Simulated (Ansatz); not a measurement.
## AlBH6OSi, SMILES OB[SiH2][AlH2]: a rigid scan of one bond length, step by step

Program: the Python package of Ansatz (0.2.0).

The cells in order, each with its output:

**Cell 1**
```python
import ansatz as az
import numpy as np
```

**Cell 2**
```python
geometry_ang = [
    ("O", (-1.6705, 1.4747, -0.0958)),
    ("B", (-0.2773, 1.5442, 0.095)),
    ("Si", (0.8018, 0.1275, -0.6357)),
    ("Al", (0.2318, -1.9195, 0.3136)),
    ("H", (-2.0699, 1.0162, 0.6559)),
    ("H", (0.2227, 2.4522, 0.6927)),
    ("H", (2.2694, 0.3845, -0.2805)),
    ("H", (0.7172, 0.0911, -2.0896)),
    ("H", (1.1968, -2.7814, 1.2106)),
    ("H", (-1.3389, -2.4407, 0.1368)),
]
molecule = az.Crystal.molecule()
for symbol, xyz in geometry_ang:
    molecule = molecule.atom(symbol, xyz)
```

**Cell 3**
```python
symbols = [site.symbol for site in molecule.cartesian_sites]
start = np.array([site.position_ang for site in molecule.cartesian_sites])
axis = (start[4] - start[0]) / np.linalg.norm(start[4] - start[0])
moving = [4]
lengths, energies = [0.851, 0.89, 0.928, 0.967, 1.006, 1.044, 1.083, 1.141], []
for length in lengths:
    xyz = start.copy()
    xyz[moving] += (length - np.linalg.norm(start[4] - start[0])) * axis
    point = az.Crystal.molecule()
    for symbol, place in zip(symbols, xyz):
        point = point.atom(symbol, place.tolist())
    model = (
        point.calculation()
        .basis(gaussian="def2-SVP")
        .functional("PBE0", dispersion="d3bj")
    )
    report = model.run(threads=1).report
    energies.append(report["free_energy_ev"])
    print(f"r = {length:6.3f} A  E = {energies[-1]:.5f} eV  <S^2> = {abs(report['mean_field']['state']['spin_squared']):.3f}")
```
Output:
```text
r =  0.851 A  E = -17278.09014 eV  <S^2> = 0.000
r =  0.890 A  E = -17278.36475 eV  <S^2> = 0.000
r =  0.928 A  E = -17278.50265 eV  <S^2> = 0.000
r =  0.967 A  E = -17278.54151 eV  <S^2> = 0.000
r =  1.006 A  E = -17278.50050 eV  <S^2> = 0.000
r =  1.044 A  E = -17278.40198 eV  <S^2> = 0.000
r =  1.083 A  E = -17278.25548 eV  <S^2> = 0.000
r =  1.141 A  E = -17277.97729 eV  <S^2> = 0.000
```

**Cell 4**
```python
fit = np.polynomial.Polynomial.fit(lengths, np.array(energies) - min(energies), 4).convert()
roots = [r.real for r in fit.deriv().roots() if abs(r.imag) < 1e-9 and fit.deriv(2)(r.real) > 0]
r_e = min(roots, key=lambda r: abs(r - lengths[int(np.argmin(energies))]))
print(f"minimum of the fit at {r_e:.4f} A, force constant {fit.deriv(2)(r_e):.2f} eV/A^2")
```
Output:
```text
minimum of the fit at 0.9646 A, force constant 53.49 eV/A^2
```

Total energies depend on the basis set; only differences at equal settings carry meaning. The rest of the molecule is held rigid at a force-field or estimated start geometry, and the basis set is modest; single-reference methods fail as a bond breaks. The orbitals are restricted, so S² is zero by construction. It ran for 22 s on 1 thread of Arm Neoverse V1 (shared host), peak memory 0.26 GiB.
